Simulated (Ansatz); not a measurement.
A nudged elastic band was laid between two geometries of a periodic cell of 17 atoms, TiSi16 (host Si, host structure diamond, interstitial Ti).

Method: DFT PBE-D3(BJ), scalar-relativistic, plane waves, PAW in Ansatz. Settings: PAW set soft_1, cutoff 420 eV, k mesh 2x2x2, gaussian smearing 0.05 eV, no spin polarisation.

| Item | Value |
| --- | --- |
| movable images | 5 |
| climbing image | yes |
| spring | 5.0 eV/Å² |
| optimiser | quadratic models (default) |
| start path | IDPP |
| force threshold | 0.05 eV/Å |
| iteration limit | 34 |
| end points | relaxed |

Image 0:

```xyz
17
Lattice="0.0000 5.4300 5.4300 5.4300 0.0000 5.4300 5.4300 5.4300 0.0000" Properties=species:S:1:pos:R:3
Si -0.042 -0.040 0.039
Si 1.360 1.362 1.389
Si 2.763 2.764 0.042
Si 4.078 4.077 1.353
Si 2.732 -0.013 2.695
Si 4.038 1.361 4.067
Si 5.387 2.762 2.667
Si 6.790 4.111 4.069
Si -0.014 2.734 2.695
Si 1.360 4.040 4.067
Si 2.762 5.388 2.666
Si 4.110 6.791 4.069
Si 2.732 2.733 5.441
Si 4.073 4.075 6.783
Si 5.415 5.417 5.442
Si 6.789 6.790 6.748
Ti 6.791 6.791 9.498
```

Image 6:

```xyz
17
Lattice="0.0000 5.4300 5.4300 5.4300 0.0000 5.4300 5.4300 5.4300 0.0000" Properties=species:S:1:pos:R:3
Si 0.003 -0.001 0.004
Si 1.344 1.341 1.345
Si 2.716 2.716 0.039
Si 4.090 4.088 1.345
Si 2.718 0.036 2.719
Si 4.092 1.340 4.093
Si 5.396 2.714 2.719
Si 6.744 4.117 4.120
Si 0.038 2.716 2.717
Si 1.344 4.088 4.092
Si 2.716 5.393 2.717
Si 4.118 6.744 4.118
Si 2.718 2.714 5.397
Si 4.120 4.118 6.745
Si 5.431 5.432 5.431
Si 6.745 6.742 6.746
Ti 8.147 8.146 8.147
```

Problem. Which bonds break or form, and what moves?

Solution. Contacts lost: Si1–Ti17, Si2–Ti17, Si6–Ti17, Si10–Ti17. Contacts made: Si5–Ti17, Si9–Ti17, Si13–Ti17, Si14–Ti17. The atom that moves furthest is Ti17, by 2.34 Å.

Problem. Give the energies along the band, and the barrier.

Solution. The run converged. The highest image is number 3 of 0 to 6, 1.71 eV above the ends, which have the same energy within 2 meV. By the program's own check the climbing image is a first-order saddle point (lowest curvatures found: -4.34 and 0.14 eV/Å²). Limits of this set-up: coarse k mesh.

| image | path coordinate (Å) | energy (eV) | Si1–Ti17 (Å) | Si2–Ti17 (Å) | Si6–Ti17 (Å) |
| --- | --- | --- | --- | --- | --- |
| 0 | 0.00 | 0.00 | 2.43 | 2.75 | 2.75 |
| 1 | 0.53 | 0.13 | 2.41 | 2.84 | 2.84 |
| 2 | 1.07 | 1.03 | 2.69 | 3.12 | 3.13 |
| 3 | 1.60 | 1.71 | 3.21 | 3.51 | 3.51 |
| 4 | 2.14 | 1.03 | 3.78 | 3.93 | 3.94 |
| 5 | 2.68 | 0.12 | 4.31 | 4.33 | 4.33 |
| 6 | 3.22 | 0.00 | 4.70 | 4.50 | 4.50 |

Problem. What is the geometry of the highest image?

Solution. 
```xyz
17
Lattice="0.0000 5.4300 5.4300 5.4300 0.0000 5.4300 5.4300 5.4300 0.0000" Properties=species:S:1:pos:R:3
Si 0.188 0.185 -0.186
Si 1.429 1.426 1.364
Si 2.826 2.824 0.129
Si 4.259 4.255 1.175
Si 2.646 0.007 2.785
Si 4.065 1.424 4.005
Si 5.301 2.821 2.609
Si 6.679 4.201 4.182
Si 0.012 2.651 2.780
Si 1.430 4.067 4.001
Si 2.827 5.306 2.605
Si 4.205 6.685 4.176
Si 2.649 2.648 5.421
Si 3.889 3.890 6.971
Si 5.247 5.253 5.612
Si 6.682 6.682 6.659
Ti 7.468 7.469 8.824
```

Run time: 8.5 min on 1 thread of Arm Neoverse V1, with other jobs on the host, peak memory 0.89 GiB.
